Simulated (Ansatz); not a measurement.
# ZnPtC6N6: a short molecular-dynamics run

What does ZnPtC6N6 do over 40 steps of 1 fs under a Langevin thermostat at 300 K? The cell is a distorted structure of 14 atoms, taken as it stands, without a relaxation.

Method: DFT PBE, plane waves, PAW, scalar-relativistic, no spin polarisation, in Ansatz 0.2.0.

The cell holds 14 atoms (C6N6PtZn): a = 7.554 Å, b = 7.539 Å, c = 7.544 Å, α = 60.17°, β = 59.96°, γ = 60.10°.

As a file:

```
Zn Pt C N
1.0
    -0.00698    5.34795    5.33477
     5.32677   -0.00755    5.33534
     5.32388    5.34562   -0.00466
Zn Pt C N
1 1 6 6
Direct
  0.49566 0.52821 0.48457
  0.99068 0.01357 0.98617
  0.18454 0.19994 0.82400
  0.79639 0.80494 0.20478
  0.81249 0.18665 0.20730
  0.20802 0.80943 0.79233
  0.20254 0.79696 0.18903
  0.81014 0.20286 0.78231
  0.29016 0.31571 0.70552
  0.70255 0.69171 0.30244
  0.68724 0.29085 0.31909
  0.30002 0.70062 0.70328
  0.31060 0.69156 0.27557
  0.70154 0.29389 0.70474
```

The structure above is the start of the run; the results belong to its end.

| quantity | value |
| --- | --- |
| length | 40 steps of 1 fs |
| temperature, first and last step | 279 and 659 K |
| temperature, second half | mean 1048 K, from 361 to 1874 K |
| potential energy, second half | -176 meV/atom from the start |
| mean square displacement, second half | C 0.054, N 0.051, Zn 0.007, Pt 0.002 Å² |

In words: Against a set 300 K the second half averages 1048 K with a spread of 503 K (in equilibrium 14 atoms would scatter by about 65 K, over a far longer run); the potential energy of that half lies 176 meV/atom under the start, and the run is not yet in equilibrium. The farthest move is 0.48 Å against a mean nearest distance of 1.1 Å: a large displacement, and the run is too short to tell whether atoms leave their places. 40 fs on 14 atoms is far too short and small for converged averages.

**Question.** Which input and command would start the first run of this session?

The input that was used; it is not the only one that fits:

The input, input.yaml:

```yaml
crystal:
  lattice:
    - [-0.00698166, 5.34794734, 5.33477366]
    - [5.32677021, -0.00755001, 5.33534201]
    - [5.3238784, 5.34562388, -0.0046582]
  atoms:
    - { symbol: Zn, position: [0.49565508, 0.52821199, 0.48456751] }
    - { symbol: Pt, position: [0.9906793, 0.01357315, 0.98616614] }
    - { symbol: C, position: [0.18453713, 0.19994424, 0.82400332] }
    - { symbol: C, position: [0.79639382, 0.80493697, 0.20477957] }
    - { symbol: C, position: [0.81248844, 0.18664697, 0.20730017] }
    - { symbol: C, position: [0.20801788, 0.8094273, 0.79232936] }
    - { symbol: C, position: [0.20254354, 0.79696362, 0.18902972] }
    - { symbol: C, position: [0.81013823, 0.20285923, 0.78230788] }
    - { symbol: "N", position: [0.29015998, 0.31570588, 0.70551814] }
    - { symbol: "N", position: [0.70255049, 0.691715, 0.30244147] }
    - { symbol: "N", position: [0.68724378, 0.29085173, 0.3190915] }
    - { symbol: "N", position: [0.30001656, 0.70061881, 0.70327801] }
    - { symbol: "N", position: [0.31059888, 0.69156465, 0.27557226] }
    - { symbol: "N", position: [0.70154412, 0.29388815, 0.70473768] }
kpoints:
  mp_grid: { grid: [3, 3, 3] }
magnetization:
  spin_polarized: false
scf:
  occupations: { method: cold, width: 0.15 }
hamiltonian:
  pseudopotentials: { kind: paw }
  xc: pbe
basis:
  ecutwfc: 420
md:
  timestep: 1.0
  n_steps: 40
  ensemble: nvt_langevin
  temperature: 300.0
  initial_velocities: maxwell_boltzmann
  seed: 839186
```

On the command line:

```sh
> ansatz run input.yaml --threads 2 --pin off --max-ram 2560MiB --backend cpu --events-out ev --progress --plain --runs-dir out
```
